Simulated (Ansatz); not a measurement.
# In2As: the cost of one run

Method: DFT PBE, scalar-relativistic, plane waves, PAW, in Ansatz 0.2.0.

### Step 1. The starting structure

The structure is cubic, space group Pn-3m (No. 224). The conventional cell has a = 5.294 Å, b = 5.294 Å, c = 5.294 Å, α = 90.00°, β = 90.00°, γ = 90.00°. Around In (site symmetry -3m) lie 2 As at 2.29 Å. As (site symmetry -43m) is surrounded by 4 In at 2.29 Å.

As a file:

```cif
data_structure
_symmetry_space_group_name_H-M 'P 1'
_symmetry_Int_Tables_number 1
_cell_length_a 5.2937
_cell_length_b 5.2937
_cell_length_c 5.2937
_cell_angle_alpha 90.000
_cell_angle_beta 90.000
_cell_angle_gamma 90.000
_cell_volume 148.34
loop_
_atom_site_label
_atom_site_type_symbol
_atom_site_fract_x
_atom_site_fract_y
_atom_site_fract_z
_atom_site_occupancy
In1 In 0.25000 0.25000 0.25000 1
In2 In 0.25000 0.75000 0.75000 1
In3 In 0.75000 0.75000 0.25000 1
In4 In 0.75000 0.25000 0.75000 1
As1 As 0.00000 0.00000 0.00000 1
As2 As 0.50000 0.50000 0.50000 1
```

A structure generator made this guess: species swapped into a database cell of Au2S (Pn-3m, No. 224), with As on the S sites and In on the Au sites. Its size is a rough estimate.

### Step 2. Probe: one point on a coarse mesh

input.yaml

```yaml
crystal:
  lattice:
    - [5.29366475, 0.0, 0.0]
    - [0.0, 5.29366475, 0.0]
    - [0.0, 0.0, 5.29366475]
  atoms:
    - { symbol: In, position: [0.25, 0.25, 0.25] }
    - { symbol: In, position: [0.25, 0.75, 0.75] }
    - { symbol: In, position: [0.75, 0.75, 0.25] }
    - { symbol: In, position: [0.75, 0.25, 0.75] }
    - { symbol: As, position: [0.0, 0.0, 0.0] }
    - { symbol: As, position: [0.5, 0.5, 0.5] }
basis:
  ecutwfc: 420
kpoints:
  mp_grid: { grid: [4, 4, 4] }
hamiltonian:
  xc: pbe
scf:
  occupations: { method: gaussian, width: 0.1 }
  lower_state_search: "off"
output:
  forces: true
  stress: true
  eigenvalues: true
```

Started as:

```bash
$ ansatz run input.yaml --threads 1 --pin off --max-ram 2560MiB --backend cpu --events-out ev --progress --plain --runs-dir out
```

**Question.** How long does this run take on 1 thread of Intel Xeon 6975P-C (Granite Rapids), shared host, and how much memory does it need?

About 3 s, with a peak of 0.47 GiB.
